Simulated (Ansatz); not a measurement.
# CH4AlIn (SMILES [CH2]1[AlH][InH]1): SVWN5/def2-SVPD (core potential)

Aim: the vertical electron affinity of CH4AlIn at SVWN5/def2-SVPD (core potential), from 2 runs. 

Program for the calculation: Ansatz 0.2.0.

54 further runs of the same task are left out: 54 set aside as unsound or not needed.

## 1. The structure to begin with

CH4AlIn has 7 atoms, charge 0, and is taken as a singlet. SMILES: `[CH2]1[AlH][InH]1`. Geometry: relaxed at PBE0-D4/def2-TZVP.

Bond lengths: C1–Al2 1.874 Å, Al2–In3 2.543 Å, C1–H4 1.102 Å, C1–H5 1.092 Å, Al2–H6 1.584 Å, In3–H7 1.731 Å. Angles: C1–Al2–In3 65.0°, C1–Al2–H6 138.7°, In3–Al2–H6 138.8°, Al2–C1–H4 120.2°, Al2–C1–H5 127.0°, Al2–In3–H7 161.6°, H4–C1–H5 107.9°.

## 2. A single-point energy at SVWN5/def2-SVPD (core potential)

Contents of job.yaml:

```yaml
basis:
  gaussian:
    orbitals: def2-SVPD
crystal:
  periodic: [false, false, false]
  atoms:
    - {symbol: C, position_ang: [-0.613000, 0.132400, -0.657400]}
    - {symbol: Al, position_ang: [-0.455200, 0.915100, 1.037900]}
    - {symbol: In, position_ang: [1.229300, -0.924400, 0.544100]}
    - {symbol: H, position_ang: [-0.896900, -0.927600, -0.754800]}
    - {symbol: H, position_ang: [-0.866200, 0.635300, -1.593000]}
    - {symbol: H, position_ang: [-0.487600, 2.358400, 1.689000]}
    - {symbol: H, position_ang: [2.089500, -2.189200, -0.265800]}
total_charge: 0
hamiltonian:
  xc: {name: SVWN5}
accuracy: high
output: {orbitals: {seedname: orbitals}}
```

Run with:

```console
$ ansatz run job.yaml --threads 1 --pin off --max-ram 3480MiB --events-out events.jsonl --progress --plain --runs-dir runs
```

The program printed:

```text
Warning: RAYON_NUM_THREADS=1 ignored (pool sized by the plan → 1); use --threads N
Functional definition: SVWN5
  name "SVWN5"
  exchange = slater_x
  correlation = vwn5_c
2281 factors; integrals over basis functions are off by at most 3.5e-9 eV
mean field evaluation 1: about -12805.3037 eV, gradient 7.4e1 eV
mean field evaluation 2: about -12693.8376 eV, gradient 1.4e2 eV
mean field evaluation 4: about -12818.1655 eV, gradient 2.1e1 eV
mean field evaluation 8: about -12820.5169 eV, gradient 3.0e-1 eV
mean field evaluation 16: about -12820.5154 eV, gradient 6.6e-5 eV
mean field -12820.51538370 eV, -471.1452502936 hartree, gradient 7.2e-8 eV, S^2 0.000000; 0 other end points of the search recorded, 0 dependent functions left out
reference -12820.51538849 eV, -471.1452504696 hartree; 22, 22 occupied and 86, 86 virtual orbitals, 2281 factors
Total energy: -12820.51538849 eV, -471.1452504696 hartree
```

Run time: 6.3 s. Hardware: 1 thread of Arm Neoverse V2, shared host; peak memory 0.3 GiB.

## 3. The doublet anion

Contents of run.yaml:

```yaml
crystal:
  periodic: [false, false, false]
  atoms:
    - {symbol: C, position_ang: [-0.613000, 0.132400, -0.657400]}
    - {symbol: Al, position_ang: [-0.455200, 0.915100, 1.037900]}
    - {symbol: In, position_ang: [1.229300, -0.924400, 0.544100]}
    - {symbol: H, position_ang: [-0.896900, -0.927600, -0.754800]}
    - {symbol: H, position_ang: [-0.866200, 0.635300, -1.593000]}
    - {symbol: H, position_ang: [-0.487600, 2.358400, 1.689000]}
    - {symbol: H, position_ang: [2.089500, -2.189200, -0.265800]}
basis:
  gaussian:
    orbitals: def2-SVPD
magnetization:
  spin_polarized: true
  initial_magnetization: 1
total_charge: -1
hamiltonian:
  xc: {name: SVWN5}
accuracy: high
output: {orbitals: {seedname: orbitals}}
```

Run with:

```console
$ ansatz run run.yaml --threads 1 --pin off --max-ram 3480MiB --events-out events.jsonl --progress --plain --runs-dir runs
```

The program printed:

```text
Warning: RAYON_NUM_THREADS=1 ignored (pool sized by the plan → 1); use --threads N
Functional definition: SVWN5
  name "SVWN5"
  exchange = slater_x
  correlation = vwn5_c
2282 factors; integrals over basis functions are off by at most 3.5e-9 eV
mean field evaluation 1: about -12816.1442 eV, gradient 3.1e1 eV
mean field evaluation 2: about -12784.9849 eV, gradient 6.5e1 eV
mean field evaluation 4: about -12820.8936 eV, gradient 6.3e0 eV
mean field evaluation 8: about -12821.3272 eV, gradient 8.4e-2 eV
mean field evaluation 16: about -12821.3257 eV, gradient 6.3e-5 eV
mean field evaluation 32: about -12821.1745 eV, gradient 1.1e0 eV
mean field -12821.32573953 eV, -471.1750303210 hartree, gradient 9.1e-8 eV, S^2 0.751801; 4 other end points of the search recorded, 0 dependent functions left out
reference -12821.32574381 eV, -471.1750304783 hartree; 23, 22 occupied and 85, 86 virtual orbitals, 2282 factors
Total energy: -12821.32574381 eV, -471.1750304783 hartree
```

It took 9 s on 1 thread of Arm Neoverse V2, shared host; peak memory 0.39 GiB.

## 4. Summary of results

Level: SVWN5/def2-SVPD (core potential).

| quantity | value |
| --- | --- |
| singlet CH4AlIn: total energy | -471.14525 Eh |
| singlet CH4AlIn: HOMO energy | -5.05 eV |
| singlet CH4AlIn: LUMO energy | -3.09 eV |
| singlet CH4AlIn: HOMO–LUMO gap | 1.96 eV |
| doublet anion: total energy | -471.17503 Eh |
| doublet anion: HOMO energy (highest over α and β) | 1.42 eV |
| doublet anion: LUMO energy (lowest over α and β) | 1.89 eV |
| doublet anion: ⟨S²⟩ | 0.752 |
| vertical electron affinity (to the doublet anion) | 0.810 eV |

**Reading.** At fixed nuclei the extra electron is bound by 0.81 eV (78.2 kJ/mol). The HOMO (doublet anion) lies at positive energy, 1.42 eV, as semi-local functionals often give for anions; only total energies tell whether the electron is bound.
